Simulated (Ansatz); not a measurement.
Write a Python script for the Ansatz DFT code, driven from Python that makes a single point in a Gaussian basis of C2H4ClFOSi, SMILES FC1(CCl)O[SiH2]1. Settings: B3LYP, def2-SVP basis, multiplicity 1, D4 dispersion.

```xyz
10

F    -1.8685   -0.3238    0.2707
C    -0.5883   -0.0578   -0.0701
C     0.2424   -1.2398   -0.3313
Cl   -0.3725   -2.2435   -1.5951
O    -0.2954    1.0908   -0.8743
Si    0.2011    1.4589    0.6778
H     1.3151   -0.9855   -0.6428
H     0.3859   -1.8410    0.5771
H    -0.6236    2.5680    1.2608
H     1.6869    1.5225    0.7303
```

`run_energy.py`
```python
'''Electronic structure of the C2H4ClFOSi molecule.'''

import ansatz as az
import numpy as np

BASIS = 'def2-SVP'
XC = 'B3LYP'
VDW = 'd4'


def main() -> None:
    mol = (
        az.Crystal.molecule()
        .atom('F', (-1.8685, -0.3238, 0.2707))
        .atom('C', (-0.5883, -0.0578, -0.0701))
        .atom('C', (0.2424, -1.2398, -0.3313))
        .atom('Cl', (-0.3725, -2.2435, -1.5951))
        .atom('O', (-0.2954, 1.0908, -0.8743))
        .atom('Si', (0.2011, 1.4589, 0.6778))
        .atom('H', (1.3151, -0.9855, -0.6428))
        .atom('H', (0.3859, -1.841, 0.5771))
        .atom('H', (-0.6236, 2.568, 1.2608))
        .atom('H', (1.6869, 1.5225, 0.7303))
    )

    calculation = (
        mol.calculation()
        .basis(gaussian=BASIS)
        .functional(XC, dispersion=VDW)
        .forces()
    )
    r = calculation.session().plan(threads=1).execute().report

    for key in ('converged', 'free_energy_ev', 'reference_energy_ev', 'n_frozen', 'n_occupied', 'n_virtual'):
        print(f'{key:22s} {r[key]}')

    state = r['mean_field']['state']
    print(f'mean field: {state["energy"]["hartree"]:.7f} Ha, <S^2> = {abs(state["spin_squared"]):.4f}, stability: {state.get("stability", {}).get("kind")}')

    symbols = [site.symbol for site in mol.cartesian_sites]
    forces = np.array(r['forces_ev_ang'])
    print('largest force', round(float(np.linalg.norm(forces, axis=1).max()), 4), 'eV/A, rms', round(float(np.sqrt((forces ** 2).mean())), 4))

    charges = r['charge_distribution']
    dipole = np.array(charges['dipole_moment_e_ang']) * 4.803205
    print('dipole (D): {:.3f} {:.3f} {:.3f}, length {:.3f}'.format(*dipole, np.linalg.norm(dipole)))
    print('atom  Mulliken   Lowdin')
    for symbol, m, l in zip(symbols, charges['mulliken_charges_e'], charges['lowdin_charges_e']):
        print(f'{symbol:4s} {m:9.3f} {l:8.3f}')


if __name__ == '__main__':
    main()
```

```console
$ python run_energy.py
converged              True
free_energy_ev         -27291.57939784682
reference_energy_ev    -27291.1756168408
n_frozen               0
n_occupied             [32, 32]
n_virtual              [80, 80]
mean field: -1002.9322053 Ha, <S^2> = 0.0000, stability: minimum
largest force 2.6782 eV/A, rms 0.9474
dipole (D): 2.180 0.987 2.618, length 3.547
atom  Mulliken   Lowdin
F       -0.192    0.095
C        0.228   -0.267
C        0.096   -0.165
Cl      -0.144    0.201
O       -0.407    0.008
Si       0.441    0.263
H        0.064    0.016
H        0.061   -0.006
H       -0.060   -0.066
H       -0.086   -0.080
```

What to keep in mind:
- Total energies depend on the basis set; only differences at equal settings carry meaning.
- The geometry is a force-field or estimated start, not a minimum of this method, and the basis set is short of its limit.
- The Löwdin charges here are taken after orthogonalising the functions within each atom; they differ from plain Löwdin charges, and their signs can be unphysical.
- Total less reference energy is the dispersion correction.
- b3lyp holds the VWN-RPA fit, as in Gaussian; the form of ORCA and Turbomole is b3lyp5.
- Finished in 5.3 s on 1 thread of Arm Neoverse V2 (shared host), peak memory 0.31 GiB.

(Lines on the test bed's own set-up are left out of the output.)
